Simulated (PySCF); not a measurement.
**The bond of CsSr+, level by level**

One table from this session's results is given with a row withheld; the runs are named, their logs left out.

Program: PySCF 2.14.0. Level of theory: Cs def2-SVP with ECP46, Sr def2-SVP with ECP28, scalar-relativistic core potentials. These are calculated values, not measurements.

Set-up of the first run:

The job is set up so:

| Item | Value |
| --- | --- |
| atoms | Cs, Sr |
| charge | 1 |
| basis | Cs def2-SVP with ECP46, Sr def2-SVP with ECP28 |
| Hamiltonian | scalar-relativistic core potentials |
| basis functions | 47 |
| electrons treated | 18 |
| masses in u | 132.9054, 87.9056 |
| levels | PBE0, PBE, r²SCAN, PW91, BLYP, MN15, LC-ωPBE, HF, MP2, SCS-MP2, CCSD, CCSD(T) |
| grid | 80 radial by 434 angular points |
| occupations | held fixed by the projection of orbital angular momentum |
| dissociation limit | Cs+ + Sr, each in its ground configuration |
| starting distance in angstrom | 4.015 |
| values of 2S to try | 0, 2 |

Run with:

```
$ OMP_NUM_THREADS=1 python dia.py task.json out
```

Steps of the session up to this table: The job; The PBE0 curve of the state that the search chose; Other states along the same grid; PBE (GGA); r²SCAN (meta-GGA); PW91 (GGA); BLYP; MN15 (hybrid meta-GGA); LC-ωPBE (range-separated hybrid); RHF; MP2 and coupled cluster.

One of the session's tables, all rows but one given; the rest of the session is left out.

It belongs to the step «The curves together». Energy (eV) from each level's lowest point:

```
R (Å)    RHF  RHF-MP2  RHF-SCS-MP2  RHF-CCSD  RHF-CCSD(T)
4.084  0.273    0.151        0.168       n/a          n/a
4.274  0.157    0.075        0.086     0.084        0.080
4.464      ?        ?            ?         ?            ?
4.606  0.043    0.010        0.015     0.014        0.012
4.749  0.019    0.001        0.003     0.003        0.002
4.891  0.006    0.000        0.000     0.000        0.000
5.081  0.000    0.007        0.005     0.006        0.007
5.319  0.007    0.026        0.021     0.024        0.026
5.604  0.027    0.058        0.051     0.056        0.059
5.984  0.063    0.105        0.096       n/a          n/a
```

Estimate the missing values for R (Å) = 4.464.

Worked estimate for «RHF». A straight line through the neighbours (4.274, 0.157) and (4.606, 0.043) gives 0.157 + (0.043 − 0.157) × (4.464 − 4.274) / (4.606 − 4.274) = 0.092; a parabola fitted to 4 rows on both sides gives 0.079.

The run gave: RHF: 0.080; RHF-MP2: 0.029; RHF-SCS-MP2: 0.036; RHF-CCSD: 0.035; RHF-CCSD(T): 0.033. In «RHF» the line misses by +0.012 and the parabola by -0.001.
